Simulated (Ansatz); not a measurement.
# Co (reference phase): the cost of one run

Program: Ansatz 0.2.0. Level of theory: DFT PBEsol, with the methods named in each step. These are calculated values, not measurements.

## 1. The structure to begin with

Symmetry: P6_3/mmc, No. 194, hexagonal system. Conventional cell: a = 2.507 Å, b = 2.507 Å, c = 4.069 Å, α = 90.00°, β = 90.00°, γ = 120.00°. Co (site symmetry -6m2) is surrounded by 12 Co at 2.50 to 2.51 Å.

Structure file:

```cif
data_structure
_symmetry_space_group_name_H-M 'P6_3/mmc'
_symmetry_Int_Tables_number 194
_cell_length_a 2.5071
_cell_length_b 2.5071
_cell_length_c 4.0686
_cell_angle_alpha 90.000
_cell_angle_beta 90.000
_cell_angle_gamma 120.000
_cell_volume 22.15
loop_
_atom_site_label
_atom_site_type_symbol
_atom_site_symmetry_multiplicity
_atom_site_Wyckoff_symbol
_atom_site_fract_x
_atom_site_fract_y
_atom_site_fract_z
_atom_site_occupancy
Co1 Co 2 c 0.33333 0.66667 0.25000 1
```

The file gives the conventional cell by its symmetry; the runs use the cell typed in the input.

Atoms are numbered in the order of the input: Co1, Co2.

## 2. Relaxed, PAW

input.yaml

```yaml
crystal:
  lattice:
    - [2.5071, 0.0, 0.0]
    - [-1.25355, 2.1712122898, 0.0]
    - [0.0, 0.0, 4.0686]
  atoms:
    - { symbol: Co, position: [0.3333333333, 0.6666666667, 0.25], spin: 1.7 }
    - { symbol: Co, position: [0.6666666667, 0.3333333333, 0.75], spin: 1.7 }
magnetization:
  spin_polarized: true
kpoints:
  mp_grid: { grid: [23, 23, 13] }
scf:
  occupations: { method: fermi_dirac, width: 0.05 }
hamiltonian:
  xc: pbesol
  pseudopotentials: { kind: paw }
output:
  forces: true
  stress: true
relax:
  f_tol: 0.003
  max_steps: 80
  cell: {}
```

Started as:

```sh
$ ansatz run input.yaml --threads 4 --pin off --max-ram 10240MiB --backend cpu --events-out ev --progress --plain --runs-dir out
```

What time and memory should one allow on 4 threads of Arm Neoverse V1, shared host?

About 49 s, with a peak of 0.58 GiB.
